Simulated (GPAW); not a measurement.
# GaGe (F-43m) in GPAW: reference runs

Reference runs on GaGe: the cell as given and a disturbed copy.

Program: GPAW 26.7.0. These are calculated values, not measurements. Logs are shortened: lines on timing, memory, paths and dates and some standing lists are left out, and cuts for length are marked. The log counts tension as positive stress, the text compression.

### 1 The structure

It takes space group F-43m (No. 216, cubic). The conventional cell has a = 5.796 Å, b = 5.796 Å, c = 5.796 Å, α = 90.00°, β = 90.00°, γ = 90.00°. Ge (site symmetry -43m) is surrounded by 4 Ga at 2.51 Å. Ga (site symmetry -43m) has 4 Ge at 2.51 Å as nearest neighbours.

The cell comes from a database or a generator and needn't be the stable form of this composition.

### 2 Single point, PBE

run.py

```python
from ase import Atoms
from ase.dft.bandgap import bandgap
from ase.io import write
from ase.units import Bohr, GPa
from gpaw import GPAW, PW
from gpaw.elf import elf_from_dft_calculation

atoms = Atoms(['Ge', 'Ga'],
              cell=[[0.0, 2.897844, 2.897844],
                    [2.897844, 0.0, 2.897844],
                    [2.897844, 2.897844, 0.0]],
              scaled_positions=[[0.0, 0.0, 0.0],
                                [0.25, 0.25, 0.25]],
              pbc=True)

calc = GPAW(mode=PW(600),
            xc='PBE',
            kpts={'size': (8, 8, 8), 'gamma': True},
            occupations={'name': 'fermi-dirac', 'width': 0.05},
            nbands=11,
            convergence={'density': 1e-05, 'energy': 1e-05},
            maxiter=150,
            txt='gpaw.txt')
atoms.calc = calc
energy = atoms.get_potential_energy()
forces = atoms.get_forces()
stress = atoms.get_stress()
calc.write('gs.gpw')
write('result.traj', atoms)
print(f'Energy: {energy:.6f} eV')
print('Forces (eV/A):')
print(forces.round(4))
print('Stress (GPa):', (stress / GPa).round(3))
print('Fermi level:', round(calc.get_fermi_level(), 4), 'eV')
print(f'Gap: {bandgap(calc)[0]:.4f} eV, direct: {bandgap(calc, direct=True)[0]:.4f} eV')

# fields on the real-space grid
write('density.cube', atoms, data=calc.get_pseudo_density() * Bohr**3)
write('potential.cube', atoms, data=calc.get_electrostatic_potential())
write('elf.cube', atoms, data=elf_from_dft_calculation(calc).data)
```

Potentials or basis: GPAW PAW data sets (gpaw-data 1.2.1), pw.

Started as:

```bash
$ OMP_NUM_THREADS=1 python run.py
```

gpaw.txt:

```text
__  _  _
 | _ |_)|_||  |
 |__||  | ||/\| - 26.7.0

Input parameters:
  mode=PW(ecut=600.0),
  convergence={'density': 1e-05, 'energy': 1e-05},
  kpts=MonkhorstPack(size=(8, 8, 8), gamma=True),
  maxiter=150,
  nbands=11,
  occupations=Occupations(name='fermi-dirac', width=0.05),
  xc=XC(name='PBE')

Diagonalizing LCAO Hamiltonian
Converting LCAO to pw mode

           Ga

       Ge

Atoms  # Å, Bohr magnetons
|   | symbol |        x |        y |        z |    initial magnetic moments |
|---|--------|----------|----------|----------|-----------------------------|
| 0 |     Ge | 0.000000 | 0.000000 | 0.000000 | ( 0.0000,  0.0000,  0.0000) |
| 1 |     Ga | 1.448922 | 1.448922 | 1.448922 | ( 0.0000,  0.0000,  0.0000) |

Unit cell  # Å
| periodic |        x |        y |        z |  lengths |    angles |
|----------|----------|----------|----------|----------|-----------|
|      yes | 0.000000 | 2.897844 | 2.897844 | 4.098170 | 60.000000 |
|      yes | 2.897844 | 0.000000 | 2.897844 | 4.098170 | 60.000000 |
|      yes | 2.897844 | 2.897844 | 0.000000 | 4.098170 | 60.000000 |

Number of symmetries: 24
Symmetry operations  # r_c * U_cc + t_c -> r_c
|    | kind |            matrix            |
|----|------|------------------------------|
|  0 |  E   |  1, 0, 0,  0, 1, 0,  0, 0, 1 |
|  1 |  σ   |  1, 0, 0,  0, 0, 1,  0, 1, 0 |
|  2 |  σ   |  1, 0,-1,  0, 1,-1,  0, 0,-1 |
|  3 |  C3  |  1, 0,-1,  0, 0,-1,  0, 1,-1 |
|  4 |  C3  |  1,-1, 0,  0,-1, 1,  0,-1, 0 |
|  5 |  σ   |  1,-1, 0,  0,-1, 0,  0,-1, 1 |
|  6 |  σ   |  0, 1, 0,  1, 0, 0,  0, 0, 1 |
|  7 |  C3  |  0, 1, 0,  0, 0, 1,  1, 0, 0 |
|  8 |  C2  |  0, 1,-1,  1, 0,-1,  0, 0,-1 |
|  9 |  S4  |  0, 1,-1,  0, 0,-1,  1, 0,-1 |
| 10 |  C3  |  0, 0, 1,  1, 0, 0,  0, 1, 0 |
| 11 |  σ   |  0, 0, 1,  0, 1, 0,  1, 0, 0 |
| 12 |  S4  |  0, 0,-1,  1, 0,-1,  0, 1,-1 |
| 13 |  C3  |  0, 0,-1,  0, 1,-1,  1, 0,-1 |
| 14 |  S4  |  0,-1, 1,  1,-1, 0,  0,-1, 0 |
| 15 |  C2  |  0,-1, 1,  0,-1, 0,  1,-1, 0 |
| 16 |  C3  |  0,-1, 0,  1,-1, 0,  0,-1, 1 |
| 17 |  S4  |  0,-1, 0,  0,-1, 1,  1,-1, 0 |
| 18 |  S4  | -1, 1, 0, -1, 0, 1, -1, 0, 0 |
| 19 |  C3  | -1, 1, 0, -1, 0, 0, -1, 0, 1 |
| 20 |  C3  | -1, 0, 1, -1, 1, 0, -1, 0, 0 |
| 21 |  S4  | -1, 0, 1, -1, 0, 0, -1, 1, 0 |
| 22 |  σ   | -1, 0, 0, -1, 1, 0, -1, 0, 1 |
| 23 |  C2  | -1, 0, 0, -1, 0, 1, -1, 1, 0 |

BZ-sampling:
  Number of BZ points: 512
  Number of IBZ points: 29

  Monkhorst-Pack size: [8, 8, 8]
  Monkhorst-Pack shift: [0.0625, 0.0625, 0.0625]

K-points  # in reciprocal-cell coordinates
|     |                                coordinates |     weight |
|-----|--------------------------------------------|------------|
|   0 | (  0.00000000,   0.00000000,   0.00000000) | 0.00195312 |
|   1 | (  0.12500000,   0.12500000,   0.00000000) | 0.01171875 |
|   2 | (  0.12500000,   0.12500000,   0.12500000) | 0.01562500 |
|   3 | (  0.25000000,   0.12500000,   0.12500000) | 0.02343750 |
|   4 | (  0.25000000,   0.25000000,   0.00000000) | 0.01171875 |
|   5 | (  0.25000000,   0.25000000,   0.12500000) | 0.04687500 |
|   6 | (  0.25000000,   0.25000000,   0.25000000) | 0.01562500 |
|   7 | (  0.37500000,   0.25000000,  -0.37500000) | 0.04687500 |
|   8 | (  0.37500000,   0.25000000,   0.12500000) | 0.04687500 |
|   9 | (  0.37500000,   0.25000000,   0.25000000) | 0.04687500 |
| ... |                                            |            |
|  28 | (  0.50000000,   0.50000000,   0.50000000) | 0.00781250 |

Plane wave coefficients: 1639
Cutoff: 600.0 eV

Spin-components: 1 (collinear spins)
Bands:           11
Projectors:      10
Spin-degeneracy: 2
Datatype:        complex128

Parallelization:
  kpt:    1
  domain: 1
  band:   1

Density:
  Valence electrons: 7.0
  Components: 1
  Grid points: [24 24 24]
  Charge: 0.0  # |e|

Potential:
  Grid points: [24 24 24]

species:
  Ge:
    name:    Germanium
    Z:       32.0
    valence: 4
    core:    28
    charge:  0.0  # [|e|]
    compensation charges:
      type: gauss
      rc: 0.32  # [Å]
      lmax: 2
    cutoffs:
      filter: 1.77  # [Å]
      core: 3.42  # [Å]
    projectors
    | kind |    occ | energy [eV] | rcut [Å] |
    |------|--------|-------------|----------|
    |   4s |  2.000 |     -11.726 |    1.005 |
    |   4p |  2.000 |      -3.896 |    1.005 |
    |    s |        |      15.485 |    1.005 |
    |    p |        |      23.315 |    1.005 |
    |    d |        |       0.000 |    1.005 |

    Using partial waves for Ge as LCAO basis

  Ga:
    name:    Gallium
    Z:       31.0
    valence: 3
    core:    28
    charge:  0.0  # [|e|]
    compensation charges:
      type: gauss
      rc: 0.37  # [Å]
      lmax: 2
    cutoffs:
      filter: 2.06  # [Å]
      core: 4.17  # [Å]
    projectors
    | kind |    occ | energy [eV] | rcut [Å] |
    |------|--------|-------------|----------|
    |   4s |  2.000 |      -8.945 |    1.164 |
    |   4p |  1.000 |      -2.580 |    1.164 |
    |    s |        |      18.266 |    1.164 |
    |    p |        |      24.631 |    1.164 |
    |    d |        |       0.000 |    1.164 |

    Using partial waves for Ga as LCAO basis

Reference energy: -109982.309381  # eV

eigensolver:
  PPCG
  Converge bands: occupied
  niter=2

density mixing:
  MSR1-Mixer
  Pratt-step length: 0.05
  Maximum mixing coefficient: 0.75
  Old densities: 10
  SVD Regularization: 0.005
  Good broyden scale: 1.0
  Trust region scale: 1.0
  Backstep threshold: 4.0
  History deletion threshold: 6.0
  Fourier metric: weight=20.0, sigma=0.015

occupation numbers:
  Fermi-Dirac:
    width: 0.0500  # eV

poisson solver:
  ecut: 4800.0  # eV

xc functional:
  name: PBE with 2 nearest neighbor stencil

convergence criteria:
- Maximum integral of absolute [dens]ity change: 1e-05 electrons / valence electron
- Maximum [total energy] change in last 3 cyles: 1e-05 eV / valence electron
- Maximum integral of absolute [eigenst]ate change: 4e-08 eV^2 / valence electron
maximum number of iterations: 150

SCF iterations
|iter     | |      energy | eigst |  dens |
|---------|-|-------------|-------|-------|
|iter:   1| |   -7.062912 | -0.59 |       |
|iter:   2| |   -7.064558 | -2.94 | -1.01 |
|iter:   3| |   -7.072414 | -3.15 | -1.04 |
|iter:   4| |   -7.073943 | -3.99 | -1.57 |
|iter:   5| |   -7.074016 | -5.50 | -2.54 |
|iter:   6| |   -7.074034 | -6.44 | -2.92 |
|iter:   7| |   -7.074034c| -8.22c| -4.12 |
|iter:   8| |   -7.074034c| -8.20c| -4.79 |
|iter:   9| |   -7.074034c| -8.79c| -5.43c|

Converged in 9 steps
Energy contributions relative to reference atoms: (reference = -109982.309381)

Energy contributions:
  Kinetic:          20.159025
  Coulomb:         -17.729978
  Zero:              0.021384
  External:          0.000000
  Xc:               -9.520203
  Entropy:          -0.008526
  Spinorbit:         0.000000
  ----------------------------
  Free energy:      -7.078297
  Extrapolated:     -7.074034

dipole moment: (-21.889316, -21.889316, -21.889316)  # |e|*Ang

Fermi level: 3.780
Eigenvalues  # (at kpt = [0.000, 0.000, 0.000])
| band index |      eig [eV] | occ [0-2] |
|------------|---------------|-----------|
|          0 |        -6.735 |     2.000 |
|          1 |         5.470 |     0.000 |
|          2 |         5.470 |     0.000 |
|          3 |         5.470 |     0.000 |
|          4 |         5.910 |     0.000 |
|          5 |         8.165 |     0.000 |
|          6 |         8.165 |     0.000 |
|          7 |         8.165 |     0.000 |
|          8 |        11.506 |     0.000 |
|        ... |               |           |
|         10 |        14.381 |     0.000 |

No gap
No difference between direct/indirect transitions

Forces  # eV/Ang
|        x |        y |       z |
|----------|----------|---------|
|  0.00000 | -0.00000 | 0.00000 |  # Ge   0
| -0.00000 |  0.00000 | 0.00000 |  # Ga   1

Stress tensor  # eV/Ang^3
|         x |         y |         z |
|-----------|-----------|-----------|
| -0.005031 |  0.000000 |  0.000000 |
|  0.000000 | -0.005031 |  0.000000 |
|  0.000000 |  0.000000 | -0.005031 |

# Writing to gs.gpw (mode='')
```

Run time: 8.3 s. Hardware: 1 thread of Arm Neoverse V2, shared host; peak memory 0.15 GiB.

What came out:

* Free energy: -7.0783 eV
* Pressure: 0.8 GPa
* Band gap on the k mesh: none (metal or under the smearing width)

Levels at points of the mesh, in eV from the Fermi level:
| k point | band 1 | band 2 | band 3 | band 4 | band 5 | band 6 | band 7 |
| --- | --- | --- | --- | --- | --- | --- | --- |
| (0.00, 0.00, 0.00) | -10.52 | 1.69 | 1.69 | 1.69 | 2.13 | 4.38 | 4.38 |
| (0.50, 0.50, 0.00) | -7.57 | -5.79 | -1.25 | -1.25 | 2.33 | 2.44 | 11.04 |
| (0.50, 0.50, 0.50) | -8.61 | -5.35 | 0.39 | 0.39 | 2.09 | 5.36 | 5.36 |

### 3 Single point, PBE (atoms moved at random, drawn with an rms of 0.05 Å)

run.py, as its differences from that of step 2:

```diff
@@ -3,5 +3,4 @@
 from ase.io import write
-from ase.units import Bohr, GPa
+from ase.units import GPa
 from gpaw import GPAW, PW
-from gpaw.elf import elf_from_dft_calculation
 
@@ -11,4 +10,4 @@
                     [2.897844, 2.897844, 0.0]],
-              scaled_positions=[[0.0, 0.0, 0.0],
-                                [0.25, 0.25, 0.25]],
+              scaled_positions=[[-0.007234, -0.010274, 0.025349],
+                                [0.239969, 0.246622, 0.264274]],
               pbc=True)
@@ -35,6 +34 @@
 print(f'Gap: {bandgap(calc)[0]:.4f} eV, direct: {bandgap(calc, direct=True)[0]:.4f} eV')
-
-# fields on the real-space grid
-write('density.cube', atoms, data=calc.get_pseudo_density() * Bohr**3)
-write('potential.cube', atoms, data=calc.get_electrostatic_potential())
-write('elf.cube', atoms, data=elf_from_dft_calculation(calc).data)
```

Potentials or basis: GPAW PAW data sets (gpaw-data 1.2.1), pw.

Started as:

```bash
$ OMP_NUM_THREADS=1 python run.py
```

Run time: 60 s. Hardware: 1 thread of Arm Neoverse V2, shared host; peak memory 0.3 GiB.

The run converged. Its results:

```
Free energy            : -7.0734 eV
Pressure               : 0.8 GPa
Largest force          : 0.222 eV/Å
Band gap on the k mesh : none (metal or under the smearing width)
```

Forces on the atoms (eV/Å):
```
Ge  -0.054 -0.209  0.052
Ga   0.054  0.209 -0.052
```

Stress tensor (GPa, compression positive):
```
 0.88 -0.32  1.16
-0.32  0.76  0.32
 1.16  0.32  0.88
```

Levels at points of the mesh, in eV from the Fermi level:
```
           k point  band 1  band 2  band 3  band 4  band 5  band 6  band 7
(0.00, 0.00, 0.00)  -10.51    1.56    1.68    1.84    2.13    4.27    4.40
(0.00, 0.00, 0.50)   -8.66   -5.22    0.32    0.43    2.03    5.25    5.41
(0.00, 0.50, 0.00)   -8.58   -5.43    0.31    0.48    2.14    5.26    5.51
(0.00, 0.50, 0.50)   -7.57   -5.79   -1.25   -1.23    2.32    2.44   11.02
(0.50, 0.00, 0.00)   -8.62   -5.32    0.29    0.49    2.08    5.21    5.50
(0.50, 0.00, 0.50)   -7.57   -5.78   -1.29   -1.20    2.29    2.48   10.96
(0.50, 0.50, 0.00)   -7.57   -5.79   -1.25   -1.23    2.32    2.44   11.02
(0.50, 0.50, 0.50)   -8.58   -5.43    0.31    0.48    2.14    5.26    5.51
```
